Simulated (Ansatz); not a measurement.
## LuPd, space group Pm-3m: a surface slab, step by step

Computed with the Ansatz DFT code, driven from Python.

Notebook, run cell by cell (the value of a cell's last expression is shown):

**Cell 1**
```python
import ansatz
from ase import Atoms
from ase.build import surface
import numpy as np
```

**Cell 2**
```python
atoms = Atoms(
    ['Lu', 'Pd'],
    scaled_positions=[
        (0.0, 0.0, 0.0),
        (0.5, 0.5, 0.5),
    ],
    cell=[
        (3.415, 0.0, 0.0),
        (0.0, 3.415, 0.0),
        (0.0, 0.0, 3.415),
    ],
    pbc=True,
)
slab = surface(atoms, (0, 1, 0), 3, vacuum=6.0)
slab.pbc = (True, True, False)
```

**Cell 3**
```python
print(slab.get_chemical_formula(), 'area {:.3f} A^2, cell height {:.2f} A'.format(np.linalg.norm(np.cross(slab.cell[0], slab.cell[1])), slab.cell[2, 2]))
```
Output:
```text
Lu3Pd3 area 11.662 A^2, cell height 20.54 A
```

**Cell 4**
```python
def prepared(structure):
    return (
        ansatz.Crystal.from_ase(structure).calculation()
        .functional('lda')
        .occupations('gaussian', width=10 * ansatz.meV)
    )
```

**Cell 5**
```python
base = prepared(slab).kpoints(5, 5, 1).potential().forces()
done = base.run(threads=1, pin='off')
rep = done.report
```
Output:
```text
DeckWarning: crystal.periodic: the lattice vector that does not repeat stood 0.000° off the slab's normal, 20.538 Å along it as the deck builds it. The run solves the slab on a vector along the [...]
DeckWarning: basis.ecutwfc = 420 eV, auto-derived from the records' recommended cutoffs: set by Lu (normal level)
RunWarning: The output density's exchange-correlation potential varies sharply where the density is thin. Do not read a vacuum level from v_tot or v_xc, or from such a field of the output density. On [...]
```

**Cell 6**
```python
type(done).__name__, type(rep).__name__
```
Output:
```text
('RunOutcome', 'dict')
```

**Cell 7**
```python
rep['n_iterations'], rep['closed_by']
```
Output:
```text
(28, 'deck_thresholds')
```

**Cell 8**
```python
print(f'slab free energy {rep["free_energy_ev"]:.4f} eV, Fermi level {rep["fermi_energy_ev"]:.3f} eV')
print('vacuum reading:', {k: round(v, 3) for k, v in rep.get('vacuum', {}).items() if isinstance(v, float)})
```
Output:
```text
slab free energy -64014.9741 eV, Fermi level -4.327 eV
vacuum reading: {'free_states_from_ev': -0.632, 'bound_up_to_ev': -0.715}
```

**Cell 9**
```python
v = done.potential()
profile = (v.v_es_ev + (0 if v.v_field_ev is None else v.v_field_ev)).mean(axis=(0, 1))
height = done.lattice.cell_ang[2][2]
print('z (A)   planar potential less the Fermi level (eV)')
for i in range(0, len(profile), max(len(profile) // 24, 1)):
    print(f'{i * height / len(profile):6.2f} {profile[i] - rep["fermi_energy_ev"]:9.3f}')
```
Output:
```text
z (A)   planar potential less the Fermi level (eV)
  0.00     3.695
  1.70     3.687
  3.41     3.445
  5.11    -2.601
  6.81    -5.001
  8.52    -4.554
 10.22    -4.981
 11.92    -4.650
 13.62    -4.337
 15.33     0.726
 17.03     4.919
 18.73     4.959
 20.44     4.960
 22.14     4.960
 23.84     4.960
 25.55     4.960
 27.25     4.960
 28.95     4.960
 30.66     4.398
 32.36     3.695
 34.06     3.695
 35.77     3.695
 37.47     3.695
 39.17     3.695
```

The settings weren't tested for convergence. Only differences from the Fermi energy are physical; the zero of the scale is a convention. The structure is a deposited one; some such entries were measured under pressure or heat, so a shift against it needn't be the functional's error alone. Warnings are shown shortened and without file and line. The slab is thin and cut from the structure as given; a cut can leave two unlike or polar faces, and the surface energy is then their mean. Miller indices refer to the vectors of the cell as typed, and the lattice isn't relaxed for this functional, so relaxation and surface energy can hold strain. Hardware and time: 63 s on 1 thread of Arm Neoverse V1, on a shared host, peak memory 0.73 GiB.
